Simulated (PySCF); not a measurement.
# One shape, several levels: NbN2H4OF (SMILES [NH2][Nb]([NH2])(=[O])[F])

We compute a comparison of 6 runs (HF/STO-3G, HF/3-21G, HF/def2-SVP, PBE0/def2-SVP, B2PLYP/def2-TZVP, MP2/def2-SVPD) of NbN2H4OF. 

Program for the calculation: PySCF 2.14.0.

3 further runs of the same task are left out: 3 set aside as unsound or not needed.

## (1) The molecule

NbN2H4OF: 9 atoms, total charge 0, spin state singlet. As SMILES, `[NH2][Nb]([NH2])(=[O])[F]`. Geometry: relaxed at PBE0-D4/def2-TZVP. This is one conformer, not always the lowest.

Bond lengths: N1–Nb2 1.970 Å, Nb2–N3 1.969 Å, Nb2–O4 1.692 Å, Nb2–F5 1.890 Å, N1–H6 1.009 Å, N1–H7 1.010 Å, N3–H8 1.010 Å, N3–H9 1.010 Å. Some angles: N1–Nb2–N3 111.7°, N1–Nb2–O4 106.9°, N1–Nb2–F5 109.3°, N3–Nb2–O4 106.9°, N3–Nb2–F5 109.3°, O4–Nb2–F5 112.6°, Nb2–N1–H6 124.1°, Nb2–N1–H7 125.7°, Nb2–N3–H8 125.7°, Nb2–N3–H9 124.2°.

## (2) Energy and gradient at HF/STO-3G (run 1)

Input file input.xyz:

```xyz
9

N     -1.349400    -0.971000    -0.260900
Nb     0.397900    -0.105300    -0.537600
N      0.860900     1.094300     0.954200
O      1.559500    -1.335400    -0.559900
F      0.357500     0.884900    -2.147200
H     -1.479300    -1.967500    -0.165600
H     -2.229900    -0.493400    -0.128600
H      0.312900     1.882600     1.269100
H      1.658400     0.964400     1.559400
```

Input file job.py:

```python
import pyscf.grad
from pyscf import gto, scf

mol = gto.M(
    atom='input.xyz',
    verbose=4,
    spin=0,
    basis='sto-3g',
    charge=0,
    max_memory=1860,
)

mf = scf.RHF(mol)
mf.conv_tol = 1e-10
mf.kernel()
if not mf.converged:
    mf = mf.newton().run(mf.mo_coeff, mf.mo_occ)

e_tot = mf.e_tot
print('Final energy', e_tot)
grad = mf.Gradients().kernel()
mf.analyze()
```

On the command line:

```sh
$ OMP_NUM_THREADS=1 python job.py
```

What it wrote:

```text
PySCF version 2.14.0

[... 83 lines left out ...]
Total Energy =                       -3997.917685701533628
[... 8 lines left out ...]
MO #2   energy= -94.9535422859438  occ= 2
[... 6 lines left out ...]
MO #9   energy= -15.2601949173685  occ= 2
[... 6 lines left out ...]
MO #16  energy= -7.87663415711326  occ= 2
[... 6 lines left out ...]
MO #23  energy= -1.37255184794678  occ= 2
[... 6 lines left out ...]
MO #30  energy= -0.466047299771041 occ= 2
[... 6 lines left out ...]
MO #37  energy= -0.336809790997501 occ= 2
[... 6 lines left out ...]
MO #44  energy= 0.425250357970736  occ= 0
[... 6 lines left out ...]
MO #51  energy= 0.824482614678471  occ= 0
[... 63 lines left out ...]
Dipole moment(X, Y, Z, Debye): -1.55921,  0.79046,  1.49422
```

Wall time 8.4 s (1 thread of Intel Xeon at 2.70GHz, shared host); peak memory 0.13 GiB.

## (3) Energy and forces at HF/3-21G (run 2)

Input file run.py:

```python
from pyscf import gto, scf

mol = gto.Mole()
mol.atom = [
    ('N', (-1.349400, -0.971000, -0.260900)),
    ('Nb', (0.397900, -0.105300, -0.537600)),
    ('N', (0.860900, 1.094300, 0.954200)),
    ('O', (1.559500, -1.335400, -0.559900)),
    ('F', (0.357500, 0.884900, -2.147200)),
    ('H', (-1.479300, -1.967500, -0.165600)),
    ('H', (-2.229900, -0.493400, -0.128600)),
    ('H', (0.312900, 1.882600, 1.269100)),
    ('H', (1.658400, 0.964400, 1.559400)),
]
mol.max_memory = 1860
mol.spin = 0
mol.verbose = 4
mol.basis = '3-21g'
mol.build()

calc0 = scf.RHF(mol)
calc0.conv_tol = 1e-10
calc0.kernel()
if not calc0.converged:
    calc0 = calc0.newton().run(calc0.mo_coeff, calc0.mo_occ)

e_tot = calc0.e_tot
print('E(%s) = %.9f' % ('HF', e_tot))
grad = calc0.nuc_grad_method().kernel()
calc0.analyze()
```

On the command line:

```sh
$ OMP_NUM_THREADS=1 python run.py
```

What it wrote:

```text
PySCF version 2.14.0

[... 95 lines left out ...]
MO #3   energy= -88.6984660647257  occ= 2
[... 10 lines left out ...]
MO #14  energy= -8.73194140300241  occ= 2
[... 10 lines left out ...]
MO #25  energy= -1.11608870473788  occ= 2
[... 10 lines left out ...]
MO #36  energy= -0.486211647854076 occ= 2
[... 10 lines left out ...]
MO #47  energy= 0.175443340128407  occ= 0
[... 10 lines left out ...]
MO #58  energy= 0.948420016297435  occ= 0
[... 10 lines left out ...]
MO #69  energy= 1.65668660654903   occ= 0
[... 10 lines left out ...]
MO #80  energy= 3.86015649038978   occ= 0
[... 92 lines left out ...]
Dipole moment(X, Y, Z, Debye): -2.84614,  1.17522,  3.18178
```

Wall time 9.9 s (1 thread of Intel Xeon at 2.70GHz, shared host); peak memory 0.16 GiB.

Run 3 isn't shown in full; the table further down has it.

## (4) Energy and gradient at PBE0/def2-SVP (core potential) (run 4)

Input file run.py:

```python
import pyscf.grad
from pyscf import gto, dft

mol = gto.Mole()
mol.atom = '''
N   -1.349400  -0.971000  -0.260900
Nb   0.397900  -0.105300  -0.537600
N    0.860900   1.094300   0.954200
O    1.559500  -1.335400  -0.559900
F    0.357500   0.884900  -2.147200
H   -1.479300  -1.967500  -0.165600
H   -2.229900  -0.493400  -0.128600
H    0.312900   1.882600   1.269100
H    1.658400   0.964400   1.559400
'''
mol.ecp = {'Nb': 'def2-svp'}
mol.verbose = 4
mol.basis = 'def2-svp'
mol.max_memory = 1860
mol.build()

mf = dft.RKS(mol, xc='pbe0')
mf.conv_tol = 1e-10
mf.grids.level = 5
mf.kernel()
if not mf.converged:
    mf = mf.newton().run(mf.mo_coeff, mf.mo_occ)

e_final = mf.e_tot
print('E = %.10f Eh' % e_final)
grad = mf.Gradients().kernel()
dip = mf.dip_moment()
pop, q = mf.mulliken_pop()
```

On the command line:

```sh
$ OMP_NUM_THREADS=1 python run.py
```

What it wrote:

```text
PySCF version 2.14.0

[... 84 lines left out ...]
converged SCF energy = -343.626639043472
[... 13 lines left out ...]
Dipole moment(X, Y, Z, Debye): -2.72783,  1.20401,  2.91718
[... 117 lines left out ...]
charge of    8H =      0.16702
```

Wall time 82 s (1 thread of Intel Xeon at 2.70GHz, shared host); peak memory 1.1 GiB.

Run 5 isn't shown in full; the table further down has it.

## (5) Energy and gradient at MP2/def2-SVPD (core potential) (run 6)

Input file calc.py:

```python
# [NH2][Nb]([NH2])(=[O])[F]
import pyscf.grad
from pyscf import gto, scf, mp

mol = gto.M(
    atom='''
N     -2.549996    -1.834924    -0.493030
Nb     0.751922    -0.198988    -1.015917
N      1.626865     2.067927     1.803177
O      2.947028    -2.523540    -1.058058
F      0.675577     1.672219    -4.057620
H     -2.795472    -3.718036    -0.312939
H     -4.213900    -0.932391    -0.243019
H      0.591295     3.557598     2.398251
H      3.133922     1.822452     2.946839
''',
    verbose=4,
    basis='def2-svpd',
    max_memory=1860,
    unit='bohr',
    spin=0,
    ecp={'Nb': 'def2-svp'},
)

mf = scf.RHF(mol)
mf.conv_tol = 1e-10
mf.kernel()
if not mf.converged:
    mf = mf.newton().run(mf.mo_coeff, mf.mo_occ)

pt = mp.MP2(mf, frozen=4).run()
etot = pt.e_tot
print('E = %.10f Eh' % etot)
grad = pt.Gradients().kernel()
mf.analyze()
```

On the command line:

```sh
$ OMP_NUM_THREADS=1 python calc.py
```

What it wrote:

```text
PySCF version 2.14.0

[... 95 lines left out ...]
DFT Exchange-Correlation Energy =      -39.095334848778805
[... 20 lines left out ...]
MO #19  energy= -0.583426986199509 occ= 2
[... 18 lines left out ...]
MO #38  energy= 0.209143594813973  occ= 0
[... 18 lines left out ...]
MO #57  energy= 0.473767057325745  occ= 0
[... 18 lines left out ...]
MO #76  energy= 0.743134634752811  occ= 0
[... 18 lines left out ...]
MO #95  energy= 1.2851633329469    occ= 0
[... 18 lines left out ...]
MO #114 energy= 1.94889242511743   occ= 0
[... 18 lines left out ...]
MO #133 energy= 2.92973430185834   occ= 0
[... 18 lines left out ...]
MO #152 energy= 37.1087496460339   occ= 0
[... 164 lines left out ...]
Dipole moment(X, Y, Z, Debye): -2.94420,  1.44315,  2.90463
```

Run time: 2.4 min. Hardware: 1 thread of Intel Xeon at 2.70GHz, shared host; peak memory 1.9 GiB.

## (6) All runs side by side

| run | level | core potential | integration grid | energy (Eh) | dipole moment (D) of the reference | HOMO energy (eV) | LUMO energy (eV) | wall time |
| --- | --- | --- | --- | --- | --- | --- | --- | --- |
| 1 | HF/STO-3G | – | – | -3997.917686 | 2.30 | -8.08 | 6.89 | 8.4 s |
| 2 | HF/3-21G | – | – | -4019.786443 | 4.43 | -10.86 | 1.58 | 9.9 s |
| 3 | HF/def2-SVP (core potential) | def2-svp | – | -341.839424 | 4.51 | -11.25 | 1.86 | 24 s |
| 4 | PBE0/def2-SVP (core potential) | def2-svp | 5 | -343.626639 | 4.17 | -7.68 | -0.84 | 82 s |
| 5 | B2PLYP/def2-TZVP (core potential) | def2-svp | 5 | -344.021843 | 4.16 | -9.09 | 0.31 | 2.8 min |
| 6 | MP2/def2-SVPD (core potential) | def2-svp | – | -342.999281 | 4.38 | -11.34 | 1.38 | 2.4 min |

## (7) Outcome

| quantity | value |
| --- | --- |
| run 6: total energy | -342.99928 Eh |
| run 6: dipole moment (Hartree–Fock density) | 4.38 D |
| run 6: HOMO energy (Hartree–Fock orbitals) | -11.34 eV |
| run 6: LUMO energy (Hartree–Fock orbitals) | 1.38 eV |
| run 6: HOMO–LUMO gap (Hartree–Fock orbitals) | 12.72 eV |
| run 6: correlation energy (4 core orbitals frozen) | -1134.7 mEh |
| run 6: largest force on an atom | 1.634 eV/Å |

**Reading.** Over runs 1, 2, 3, 4, 5 the dipole moment (its size) runs from 2.30 D (HF/STO-3G) to 4.51 D (HF/def2-SVP). The two ends differ in basis and core potential. Over runs 1, 2, 3, 4, 5 the HOMO–LUMO gap runs from 6.84 eV (PBE0/def2-SVP) to 14.97 eV (HF/STO-3G). The two ends differ in method and basis and core potential. Totals of different functionals can't be ranked against each other. Some runs of one species differ in core potentials or relativity; totals across that change don't compare. In run 1 the basis is minimal, so the values are rough. In runs 1, 2 relativity is left out where basis or elements ask for it. All runs together took 7.2 min, the longest 2.8 min.
